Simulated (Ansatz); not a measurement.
# C3H10Ga: the cost of one run

Program: the Python package of Ansatz 0.2.0. Level of theory: r2SCAN+D4/def2-SVP. These are calculated values, not measurements.

### Step 1. Starting point

Bond lengths: C1–C2 1.528 Å, C2–C3 1.528 Å, C2–Ga4 2.014 Å, C1–H5 1.111 Å, C1–H6 1.111 Å, C1–H7 1.111 Å, C2–H8 1.111 Å, C3–H9 1.111 Å, C3–H10 1.111 Å, C3–H11 1.111 Å, Ga4–H12 1.610 Å, Ga4–H13 1.610 Å, Ga4–H14 1.610 Å. Angles (14 of 24 angles, heavy atoms first): C1–C2–C3 111.1°, C1–C2–Ga4 110.1°, C3–C2–Ga4 110.1°, C1–C2–H8 109.0°, C3–C2–H8 109.0°, Ga4–C2–H8 107.5°, C2–C1–H5 110.1°, C2–C1–H6 110.6°, C2–C1–H7 110.0°, C2–C3–H9 110.0°, C2–C3–H10 110.6°, C2–C3–H11 110.2°, C2–Ga4–H12 109.3°, C2–Ga4–H13 109.3°.

No structure file is read: the coordinates are typed or built in the script.

### Step 2. The code

c3h10ga_opt.py reads:

```python
"""Geometry optimisation of C3H10Ga(-)."""

import itertools
import warnings

import ansatz
from ase.data import atomic_numbers, covalent_radii
import numpy as np

warnings.simplefilter("ignore", ansatz.DeckWarning)

geometry_ang = [
    ("C", (-0.6163, 1.3082, -0.5283)),
    ("C", (-0.2464, 0.1539, 0.4018)),
    ("C", (-1.0868, -1.0859, 0.1002)),
    ("Ga", (1.7125, -0.2774, 0.2255)),
    ("H", (-1.6893, 1.5688, -0.4067)),
    ("H", (-0.4298, 1.0313, -1.5881)),
    ("H", (-0.0103, 2.205, -0.2789)),
    ("H", (-0.4263, 0.4652, 1.4533)),
    ("H", (-0.818, -1.9055, 0.8)),
    ("H", (-0.9137, -1.4313, -0.9417)),
    ("H", (-2.1661, -0.8575, 0.2301)),
    ("H", (2.0891, -1.4709, 1.2383)),
    ("H", (2.5807, 1.0309, 0.5816)),
    ("H", (2.0208, -0.735, -1.2871)),
]
molecule = ansatz.Crystal.molecule()
for symbol, xyz in geometry_ang:
    molecule = molecule.atom(symbol, xyz)

calculation = (
    molecule.calculation()
    .basis(gaussian="def2-SVP")
    .functional("r2scan", dispersion="d4")
    .charge(-1)
)
symbols = [site.symbol for site in molecule.cartesian_sites]
start = np.array([site.position_ang for site in molecule.cartesian_sites], dtype=float)
def progress(event):
    if event["event"] == "relax_step":
        row = event["data"]
        print(f"step {row['step']:3d}  E = {row['lagrangian_ev']:.6f} eV  largest force component {row['allowed_force_max_ev_ang']:.4f} eV/A")


data = calculation.relax(force_tolerance=0.02).session().plan().execute(on_event=progress).report
end = np.array(data["positions_ang"])

print("reference energy %16.6f eV" % data["reference_energy_ev"])
print("total energy     %16.6f eV" % data["free_energy_ev"])
print("occupied orbitals outside the frozen core (up, down):", data["n_occupied"], " frozen:", data["n_frozen"], " virtual:", data["n_virtual"])

# pairs closer than 1.2 times the sum of covalent radii, before or after
radius = [covalent_radii[atomic_numbers[s]] for s in symbols]
span = lambda where, i, j: np.linalg.norm(where[i] - where[j])
bonded = [(i, j) for i, j in itertools.combinations(range(len(symbols)), 2) if min(span(start, i, j), span(end, i, j)) < 1.2 * (radius[i] + radius[j])]
print("pair        before    after (A)")
for i, j in bonded:
    print(f"{symbols[i]}{i}-{symbols[j]}{j}".ljust(10), f"{span(start, i, j):8.4f} {span(end, i, j):8.4f}")
for first, second in list(itertools.combinations(bonded, 2)):
    shared = set(first) & set(second)
    if shared and symbols[(j := shared.pop())] != "H":
        i, k = sorted((set(first) | set(second)) - {j})
        u, v = end[i] - end[j], end[k] - end[j]
        angle = np.degrees(np.arccos(np.clip(u @ v / np.linalg.norm(u) / np.linalg.norm(v), -1, 1)))
        print(f"final angle {symbols[i]}{i}-{symbols[j]}{j}-{symbols[k]}{k}: {angle:.2f} deg")
with open("c3h10ga_opt.xyz", "w") as handle:
    handle.write(f"{len(symbols)}\nrelaxed C3H10Ga(-)\n")
    handle.writelines(f"{s:2s} {x:11.6f} {y:11.6f} {z:11.6f}\n" for s, (x, y, z) in zip(symbols, end))
```

### Step 3. The calls as engine input

The package turns the script's settings into the engine's input:

```yaml
crystal:
  periodic: [false, false, false]
  atoms:
    - { symbol: C, position_ang: [-0.6163, 1.3082, -0.5283] }
    - { symbol: C, position_ang: [-0.2464, 0.1539, 0.4018] }
    - { symbol: C, position_ang: [-1.0868, -1.0859, 0.1002] }
    - { symbol: Ga, position_ang: [1.7125, -0.2774, 0.2255] }
    - { symbol: H, position_ang: [-1.6893, 1.5688, -0.4067] }
    - { symbol: H, position_ang: [-0.4298, 1.0313, -1.5881] }
    - { symbol: H, position_ang: [-0.0103, 2.205, -0.2789] }
    - { symbol: H, position_ang: [-0.4263, 0.4652, 1.4533] }
    - { symbol: H, position_ang: [-0.818, -1.9055, 0.8] }
    - { symbol: H, position_ang: [-0.9137, -1.4313, -0.9417] }
    - { symbol: H, position_ang: [-2.1661, -0.8575, 0.2301] }
    - { symbol: H, position_ang: [2.0891, -1.4709, 1.2383] }
    - { symbol: H, position_ang: [2.5807, 1.0309, 0.5816] }
    - { symbol: H, position_ang: [2.0208, -0.735, -1.2871] }
basis:
  gaussian:
    orbitals: def2-SVP
hamiltonian:
  xc: r2scan
  dispersion: d4
total_charge: -1.0
relax:
  f_tol: 0.02
```

### Step 4. Launch

Started as:

```sh
$ python c3h10ga_opt.py
```

What time and memory should one allow on 1 thread of Arm Neoverse V2, shared host?

About 47 s, with a peak of 0.26 GiB.
